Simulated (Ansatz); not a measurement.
# NaCa3Hg: the cost of one run

Computed with Ansatz 0.2.0 (DFT PBE, scalar-relativistic, plane waves, PAW, unless a step's input says otherwise).

### Step 1. The structure to begin with

Symmetry: Pm-3m, No. 221, cubic system. The conventional cell has a = 4.982 Å, b = 4.982 Å, c = 4.982 Å, α = 90.00°, β = 90.00°, γ = 90.00°. Na (site symmetry m-3m) is surrounded by 12 Ca at 3.52 Å. Around Ca (site symmetry 4/mmm) lie 2 Hg at 2.49 Å. Around Hg (site symmetry m-3m) lie 6 Ca at 2.49 Å.

Structure file:

```cif
data_structure
_symmetry_space_group_name_H-M 'P 1'
_symmetry_Int_Tables_number 1
_cell_length_a 4.9817
_cell_length_b 4.9817
_cell_length_c 4.9817
_cell_angle_alpha 90.000
_cell_angle_beta 90.000
_cell_angle_gamma 90.000
_cell_volume 123.64
loop_
_atom_site_label
_atom_site_type_symbol
_atom_site_fract_x
_atom_site_fract_y
_atom_site_fract_z
_atom_site_occupancy
Na1 Na 0.00000 0.00000 0.00000 1
Ca1 Ca 0.00000 0.50000 0.50000 1
Ca2 Ca 0.50000 0.00000 0.50000 1
Ca3 Ca 0.50000 0.50000 0.00000 1
Hg1 Hg 0.50000 0.50000 0.50000 1
```

(A quick probe on a coarse mesh, which set the mesh and smearing, is not shown.)

### Step 3. A loose first relaxation

input.yaml

```yaml
crystal:
  lattice:
    - [4.9817408222, 0.0, 0.0]
    - [0.0, 4.9817408222, 0.0]
    - [0.0, 0.0, 4.9817408222]
  atoms:
    - { symbol: Na, position: [0.0, 0.0, 0.0] }
    - { symbol: Ca, position: [0.0, 0.5, 0.5] }
    - { symbol: Ca, position: [0.5, 0.0, 0.5] }
    - { symbol: Ca, position: [0.5, 0.5, 0.0] }
    - { symbol: Hg, position: [0.5, 0.5, 0.5] }
basis:
  ecutwfc: 420
kpoints:
  mp_grid: { grid: [4, 4, 4] }
hamiltonian:
  xc: pbe
scf:
  occupations: { method: gaussian, width: 0.1 }
  lower_state_search: "off"
output:
  forces: true
  stress: true
  eigenvalues: true
relax:
  adjacent_minimum: "off"
  f_tol: 0.04
  max_steps: 70
  cell: { stress_tol: 0.4 }
```

Started as:

```bash
ansatz run input.yaml --threads 1 --pin off --max-ram 2560MiB --backend cpu --events-out ev --progress --plain --runs-dir out
```

**Question.** How long does this run take on 1 thread of Arm Neoverse V2, shared host, and how much memory does it need?

About 32 s, with a peak of 0.43 GiB.
